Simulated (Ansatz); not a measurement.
Crystal: LiY3.

```
CELL_PARAMETERS angstrom
-2.36719 2.36719 5.32664
2.36719 -2.36719 5.32664
2.36719 2.36719 -5.32664
ATOMIC_POSITIONS crystal
Y 0.50000 0.50000 0.00000
Y 0.25000 0.75000 0.50000
Y 0.75000 0.25000 0.50000
Li 0.00000 0.00000 0.00000
```

The cell comes from a database or a generator and needn't be the stable form of this composition.

Base run:

```yaml
Program: Ansatz 0.2.0
Functional: PBE
Potentials_or_basis: Ansatz PAW
Cutoff: 420 eV
Density_cutoff: 1680 eV
k_mesh: 8 × 8 × 8
Occupations: fermi-dirac, width 0.05 eV
Spin: no spin polarisation
```

Its results: band gap on the k mesh none (metal or under the smearing width); pressure 0.0 GPa.

Q: The run is repeated on the same cell with these changes: functional from PBE to PBEsol; k mesh from 8 × 8 × 8 to 6 × 6 × 6. What comes out?

A: Band gap on the k mesh none (metal or under the smearing width); pressure -1.5 GPa.

Several settings changed at once, so the effect can't be laid on one alone.

Caveats: the PAW data sets come from PBE, with cores solved anew for the run's functional, which leaves a small shift of forces and pressure (some runs).

Not every run made on this cell is shown here.
